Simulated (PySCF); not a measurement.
**Ta⁴⁵⁺, Ta⁴⁶⁺: ionisation energy in even-tempered 18s13p8d4f3g, part 1 of 2**

Aim: the ionisation energy of tantalum from differences of total energies, at each level of theory, and how far each lands from the tabulated value where there is one.

Method: unrestricted determinants in a Gaussian basis, no spin-orbit coupling in the energies. Code: PySCF 2.14.0.

### 1 Starting point

| Item | Value |
| --- | --- |
| Element | tantalum (Z = 73) |
| Basis | an even-tempered Gaussian basis (18 s from 9.6 bohr⁻², ratio 2.5; 13 p from 12 bohr⁻², ratio 2.5; 8 d from 12 bohr⁻², ratio 2.5; 4 f from 54 bohr⁻², ratio 2.7; 3 g from 81 bohr⁻², ratio 2.7) |
| Hamiltonian | scalar relativity by spin-free X2C-1e |
| State 1 | Ta⁴⁵⁺: [Ar] 3d10, closed-shell 1S |
| State 2 | Ta⁴⁶⁺: [Ar] 3d9, 2D determinant |
| Methods | UHF, LDA, PBE, PBE0, r2SCAN, TPSSh, M06, MP2 |
| Core shells frozen in the correlated runs | outer shells: [Ne] (for Ta⁴⁵⁺) |

The outer shells:

Ta45+ [Ar] 3d10
```
[Ar] core
3d [↑↓][↑↓][↑↓][↑↓][↑↓]
```

Ta46+ [Ar] 3d9
```
[Ar] core
3d [↑↓][↑↓][↑↓][↑↓][↑ ]
```

The runs were made by one driver on top of PySCF. The scripts below sum up each run's settings (the driver also hands on starting orbitals that pick excited configurations, and frozen orbitals as a list rather than a count), and the logs come from the driver's own runs. The driver starts from symmetry-adapted Hartree-Fock orbitals, holds the occupation by maximum overlap and uses a logarithmic radial grid for functionals, so a plain start would take other cycles.

The integrals over 152 functions and the set-up took 0.98 s of CPU time.

### 2 Ta⁴⁵⁺, method by method

Level: UHF.

Input file input.py:

```python
from pyscf import gto, scf, dft, mp, cc
mol = gto.M(atom="Ta 0 0 0", charge=45, spin=0, symmetry="D2h",
            basis=gto.etbs([(0, 18, 9.6, 2.5), (1, 13, 12, 2.5), (2, 8, 12, 2.5), (3, 4, 54, 2.7), (4, 3, 81, 2.7)]),
            nucmod="G")
mf = scf.UHF(mol).sfx2c1e()
mf.irrep_nelec = {'Ag': (5, 5), 'B1g': (1, 1), 'B2g': (1, 1), 'B3g': (1, 1), 'B1u': (2, 2), 'B2u': (2, 2), 'B3u': (2, 2)}
mf.kernel()
```

Log:

```text
damping factor = 0
level_shift factor = 0
DIIS = <class 'pyscf.scf.diis.CDIIS'>
diis_start_cycle = 1
diis_space = 10
diis_damp = 0
SCF conv_tol = 1e-09
SCF conv_tol_grad = None
number electrons alpha = 14  beta = 14
cycle= 1 E= -14204.3488546032  delta_E= -4.37e-11  |g|= 2.36e-06  |ddm|= 9.42e-07
converged SCF energy = -14204.3488546032  <S^2> = -1.4210855e-14  2S+1 = 1
```

It used 11 s of CPU time after the integrals (shared host).

Orbital energies by shell (radii are means over both spins):

| shell | electrons | mean orbital energy (eV) | spread (eV) | rms radius (bohr) |
| --- | --- | --- | --- | --- |
| 1s | 2 | -70050.9 | 0 | 0.0211 |
| 2s | 2 | -14009.7 | 0 | 0.0851 |
| 2p | 6 | -12586.3 | 0 | 0.0773 |
| 3s | 2 | -4865.9 | 0 | 0.214 |
| 3p | 6 | -4430.9 | 0 | 0.214 |
| 3d | 10 | -3926.4 | 0 | 0.194 |

⟨S²⟩ = 0.000, ⟨L²⟩ = 0.00.

Spin-orbit constants on these orbitals (cm⁻¹; bare nucleus, screened nucleus, mean field): 3p 1470000, 1430000, 1415000; 3d 232500, 200700, 196600.

The p, d and f levels are scalar averages; spin-orbit coupling splits them strongly at this Z.

Level: LDA.

input.py differs from the last one in:

```diff
@@ -4,3 +4,3 @@
             nucmod="G")
-mf = scf.UHF(mol).sfx2c1e()
+mf = dft.UKS(mol, xc="LDA,VWN").sfx2c1e()
 mf.irrep_nelec = {'Ag': (5, 5), 'B1g': (1, 1), 'B2g': (1, 1), 'B3g': (1, 1), 'B1u': (2, 2), 'B2u': (2, 2), 'B3u': (2, 2)}
```

Log:

```text
damping factor = 0
level_shift factor = 0
DIIS = <class 'pyscf.scf.diis.CDIIS'>
diis_start_cycle = 1
diis_space = 10
diis_damp = 0
SCF conv_tol = 1e-09
SCF conv_tol_grad = None
number electrons alpha = 14  beta = 14
XC functionals = LDA,VWN
    P. A. M. Dirac.,  Math. Proc. Cambridge Philos. Soc. 26, 376 (1930)
    F. Bloch.,  Z. Phys. 57, 545 (1929)
    S. H. Vosko, L. Wilk, and M. Nusair.,  Can. J. Phys. 58, 1200 (1980)
cycle= 1 E= -14195.1355763384  delta_E= -0.0261  |g|= 0.0843  |ddm|= 0.0457
cycle= 2 E= -14195.1355953296  delta_E= -1.9e-05  |g|= 0.0118  |ddm|= 0.00111
cycle= 3 E= -14195.1355961184  delta_E= -7.89e-07  |g|= 0.000969  |ddm|= 0.000191
cycle= 4 E= -14195.1355961243  delta_E= -5.94e-09  |g|= 6.02e-06  |ddm|= 1.52e-05
cycle= 5 E= -14195.1355961243  delta_E= -1.46e-11  |g|= 6.39e-08  |ddm|= 1.08e-07
converged SCF energy = -14195.1355961243  <S^2> = -1.7763568e-14  2S+1 = 1
```

CPU time 0.86 s on a shared host, the integrals not counted.

Level: PBE.

input.py differs from the last one in:

```diff
@@ -4,3 +4,3 @@
             nucmod="G")
-mf = dft.UKS(mol, xc="LDA,VWN").sfx2c1e()
+mf = dft.UKS(mol, xc="PBE").sfx2c1e()
 mf.irrep_nelec = {'Ag': (5, 5), 'B1g': (1, 1), 'B2g': (1, 1), 'B3g': (1, 1), 'B1u': (2, 2), 'B2u': (2, 2), 'B3u': (2, 2)}
```

Log:

```text
damping factor = 0
level_shift factor = 0
DIIS = <class 'pyscf.scf.diis.CDIIS'>
diis_start_cycle = 1
diis_space = 10
diis_damp = 0
SCF conv_tol = 1e-09
SCF conv_tol_grad = None
number electrons alpha = 14  beta = 14
XC functionals = PBE
    J. P. Perdew, K. Burke, and M. Ernzerhof.,  Phys. Rev. Lett. 77, 3865 (1996)
    J. P. Perdew, K. Burke, and M. Ernzerhof.,  Phys. Rev. Lett. 78, 1396 (1997)
    J. P. Perdew, K. Burke, and M. Ernzerhof.,  Phys. Rev. Lett. 77, 3865 (1996)
    J. P. Perdew, K. Burke, and M. Ernzerhof.,  Phys. Rev. Lett. 78, 1396 (1997)
cycle= 1 E= -14205.7464092551  delta_E= -0.0184  |g|= 0.0215  |ddm|= 0.0365
cycle= 2 E= -14205.7464118935  delta_E= -2.64e-06  |g|= 0.00317  |ddm|= 0.000514
cycle= 3 E= -14205.7464119672  delta_E= -7.37e-08  |g|= 0.000411  |ddm|= 6.08e-05
cycle= 4 E= -14205.7464119682  delta_E= -9.73e-10  |g|= 3.86e-06  |ddm|= 5.97e-06
converged SCF energy = -14205.7464119682  <S^2> = -2.4868996e-14  2S+1 = 1
```

It used 1.1 s of CPU time after the integrals (shared host).

Level: PBE0.

input.py differs from the last one in:

```diff
@@ -4,3 +4,3 @@
             nucmod="G")
-mf = dft.UKS(mol, xc="PBE").sfx2c1e()
+mf = dft.UKS(mol, xc="PBE0").sfx2c1e()
 mf.irrep_nelec = {'Ag': (5, 5), 'B1g': (1, 1), 'B2g': (1, 1), 'B3g': (1, 1), 'B1u': (2, 2), 'B2u': (2, 2), 'B3u': (2, 2)}
```

Log:

```text
damping factor = 0
level_shift factor = 0
DIIS = <class 'pyscf.scf.diis.CDIIS'>
diis_start_cycle = 1
diis_space = 10
diis_damp = 0
SCF conv_tol = 1e-09
SCF conv_tol_grad = None
number electrons alpha = 14  beta = 14
XC functionals = PBE0
    C. Adamo and V. Barone.,  J. Chem. Phys. 110, 6158 (1999)
    M. Ernzerhof and G. E. Scuseria.,  J. Chem. Phys. 110, 5029 (1999)
cycle= 1 E= -14205.8026621127  delta_E= -0.0101  |g|= 0.0172  |ddm|= 0.0264
cycle= 2 E= -14205.8026630733  delta_E= -9.61e-07  |g|= 0.00165  |ddm|= 0.000158
cycle= 3 E= -14205.8026630924  delta_E= -1.91e-08  |g|= 0.000269  |ddm|= 3.35e-05
cycle= 4 E= -14205.8026630928  delta_E= -4.27e-10  |g|= 2.35e-06  |ddm|= 3.97e-06
converged SCF energy = -14205.8026630928  <S^2> = -2.1316282e-14  2S+1 = 1
```

It used 3 s of CPU time after the integrals (shared host).

Level: r2SCAN.

input.py differs from the last one in:

```diff
@@ -4,3 +4,3 @@
             nucmod="G")
-mf = dft.UKS(mol, xc="PBE0").sfx2c1e()
+mf = dft.UKS(mol, xc="R2SCAN").sfx2c1e()
 mf.irrep_nelec = {'Ag': (5, 5), 'B1g': (1, 1), 'B2g': (1, 1), 'B3g': (1, 1), 'B1u': (2, 2), 'B2u': (2, 2), 'B3u': (2, 2)}
```

Log:

```text
damping factor = 0
level_shift factor = 0
DIIS = <class 'pyscf.scf.diis.CDIIS'>
diis_start_cycle = 1
diis_space = 10
diis_damp = 0
SCF conv_tol = 1e-09
SCF conv_tol_grad = None
number electrons alpha = 14  beta = 14
XC functionals = R2SCAN
    J. W. Furness, A. D. Kaplan, J. Ning, J. P. Perdew, and J. Sun.,  J. Phys. Chem. Lett. 11, 8208-8215 (2020)
    J. W. Furness, A. D. Kaplan, J. Ning, J. P. Perdew, and J. Sun.,  J. Phys. Chem. Lett. 11, 9248-9248 (2020)
    J. W. Furness, A. D. Kaplan, J. Ning, J. P. Perdew, and J. Sun.,  J. Phys. Chem. Lett. 11, 8208-8215 (2020)
    J. W. Furness, A. D. Kaplan, J. Ning, J. P. Perdew, and J. Sun.,  J. Phys. Chem. Lett. 11, 9248-9248 (2020)
cycle= 1 E= -14206.3825868736  delta_E= -0.00877  |g|= 0.0206  |ddm|= 0.0197
cycle= 2 E= -14206.3825878893  delta_E= -1.02e-06  |g|= 0.00194  |ddm|= 0.000176
cycle= 3 E= -14206.3825879155  delta_E= -2.62e-08  |g|= 0.000311  |ddm|= 3.8e-05
cycle= 4 E= -14206.3825879161  delta_E= -5.84e-10  |g|= 2.34e-06  |ddm|= 4.67e-06
converged SCF energy = -14206.3825879161  <S^2> = -1.7763568e-14  2S+1 = 1
```

CPU time 2.2 s on a shared host, the integrals not counted.

Level: TPSSh.

input.py differs from the last one in:

```diff
@@ -4,3 +4,3 @@
             nucmod="G")
-mf = dft.UKS(mol, xc="R2SCAN").sfx2c1e()
+mf = dft.UKS(mol, xc="TPSSH").sfx2c1e()
 mf.irrep_nelec = {'Ag': (5, 5), 'B1g': (1, 1), 'B2g': (1, 1), 'B3g': (1, 1), 'B1u': (2, 2), 'B2u': (2, 2), 'B3u': (2, 2)}
```

Log:

```text
damping factor = 0
level_shift factor = 0
DIIS = <class 'pyscf.scf.diis.CDIIS'>
diis_start_cycle = 1
diis_space = 10
diis_damp = 0
SCF conv_tol = 1e-09
SCF conv_tol_grad = None
number electrons alpha = 14  beta = 14
XC functionals = TPSSH
    V. N. Staroverov, G. E. Scuseria, J. Tao, and J. P. Perdew.,  J. Chem. Phys. 119, 12129 (2003)
cycle= 1 E= -14205.8929304987  delta_E= -0.0083  |g|= 0.0344  |ddm|= 0.0265
cycle= 2 E= -14205.8929379572  delta_E= -7.46e-06  |g|= 0.00644  |ddm|= 0.000611
cycle= 3 E= -14205.8929382382  delta_E= -2.81e-07  |g|= 0.000318  |ddm|= 0.000109
cycle= 4 E= -14205.8929382386  delta_E= -4.38e-10  |g|= 3.33e-06  |ddm|= 3.78e-06
converged SCF energy = -14205.8929382386  <S^2> = -1.9539925e-14  2S+1 = 1
```

CPU time 4.2 s on a shared host, the integrals not counted.

Level: M06.

input.py differs from the last one in:

```diff
@@ -4,3 +4,3 @@
             nucmod="G")
-mf = dft.UKS(mol, xc="TPSSH").sfx2c1e()
+mf = dft.UKS(mol, xc="M06").sfx2c1e()
 mf.irrep_nelec = {'Ag': (5, 5), 'B1g': (1, 1), 'B2g': (1, 1), 'B3g': (1, 1), 'B1u': (2, 2), 'B2u': (2, 2), 'B3u': (2, 2)}
```

Log:

```text
damping factor = 0
level_shift factor = 0
DIIS = <class 'pyscf.scf.diis.CDIIS'>
diis_start_cycle = 1
diis_space = 10
diis_damp = 0
SCF conv_tol = 1e-09
SCF conv_tol_grad = None
number electrons alpha = 14  beta = 14
XC functionals = M06
    Y. Zhao and D. G. Truhlar.,  Theor. Chem. Acc. 120, 215 (2008)
    Y. Zhao and D. G. Truhlar.,  Theor. Chem. Acc. 120, 215 (2008)
cycle= 1 E= -14206.7060393024  delta_E= -0.0053  |g|= 0.188  |ddm|= 0.0102
cycle= 2 E= -14206.7060416678  delta_E= -2.37e-06  |g|= 0.00436  |ddm|= 0.000307
cycle= 3 E= -14206.7060417419  delta_E= -7.42e-08  |g|= 0.000637  |ddm|= 6.4e-05
cycle= 4 E= -14206.7060417443  delta_E= -2.37e-09  |g|= 2.38e-05  |ddm|= 9.88e-06
cycle= 5 E= -14206.7060417443  delta_E= 7.28e-12  |g|= 2.4e-08  |ddm|= 3.51e-07
converged SCF energy = -14206.7060417443  <S^2> = -1.4210855e-14  2S+1 = 1
```

CPU time 5 s on a shared host, the integrals not counted.

Level: MP2 (outer shells).

input.py differs from the last one in:

```diff
@@ -4,4 +4,5 @@
             nucmod="G")
-mf = dft.UKS(mol, xc="M06").sfx2c1e()
+mf = scf.UHF(mol).sfx2c1e()
 mf.irrep_nelec = {'Ag': (5, 5), 'B1g': (1, 1), 'B2g': (1, 1), 'B3g': (1, 1), 'B1u': (2, 2), 'B2u': (2, 2), 'B3u': (2, 2)}
 mf.kernel()
+mp.UMP2(mf, frozen=5).kernel()
```

The driver printed no log here.

CPU time 2 s on a shared host, the integrals not counted.

With 18 electrons correlated, the MP2 correlation energy is -0.78231 hartree (-0.26437 same spin, -0.51794 opposite spin); the SCS form gives -0.70965. Largest pairs of shells: 3d-3d -0.4056, 3p-3d -0.2220, 3p-3p -0.0634, 3s-3d -0.0554, 3s-3p -0.0308.

Radial density 4πr²ρ of Ta⁴⁵⁺ at UHF, without picture-change correction:

| r (bohr) | density |
| --- | --- |
| 0.000288 | 2.04 |
| 0.000485 | 4.29 |
| 0.000816 | 8.80 |
| 0.00137 | 17.5 |
| 0.00231 | 33.1 |
| 0.00388 | 57.4 |
| 0.00653 | 86.1 |
| 0.0110 | 102 |
| 0.0185 | 91.5 |
| 0.0311 | 92.2 |
| 0.0523 | 129 |
| 0.0879 | 103 |
| 0.148 | 107 |
| 0.249 | 58.8 |
| 0.418 | 2.36 |
| 0.704 | 0.00400 |

(Continued in part 2 of 2.)
